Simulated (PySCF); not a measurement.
# O4Ru (RuO4): the cost of one run

Programs: PySCF 2.14.0, with routines of our own; each step states its level. All values are computed. Atoms count from 0.

## (1) The system as given

5 atoms, charge 0, multiplicity 1; geometry from: GFN2-xTB.

## (2) NMR shieldings: PBE0/pcJ-1 Ru:dyall-v2z, spin–orbit

Job settings and geometry (Å):

```
{"job": {"xc": "PBE0", "basis": {"default": "pcJ-1", "Ru": "dyall-v2z"}, "rel": "so", "kind": "hnmr"}, "charge": 0, "multiplicity": 1}
Ru     0.000040     0.000090     0.000170
O      0.009950    -0.016970     1.603950
O      1.508730     0.009700    -0.544120
O     -0.763100     1.312900    -0.516050
O     -0.755630    -1.305720    -0.543950
```

Method: PBE0/pcJ-1 Ru:dyall-v2z GIAO NMR shielding, X2C with spin-orbit coupling, screened-nuclear two-electron part, Gaussian nuclei, gas phase.

Command:

```
> OMP_NUM_THREADS=1 python heavy_run.py task.json out
```

The driver reads the jobs from task.json and runs them one after another.

**Question.** How long does this first job take on 1 thread of Arm Neoverse V2, shared host, and how much memory does it need?

About 2.2 min, with a peak of 1.2 GiB.
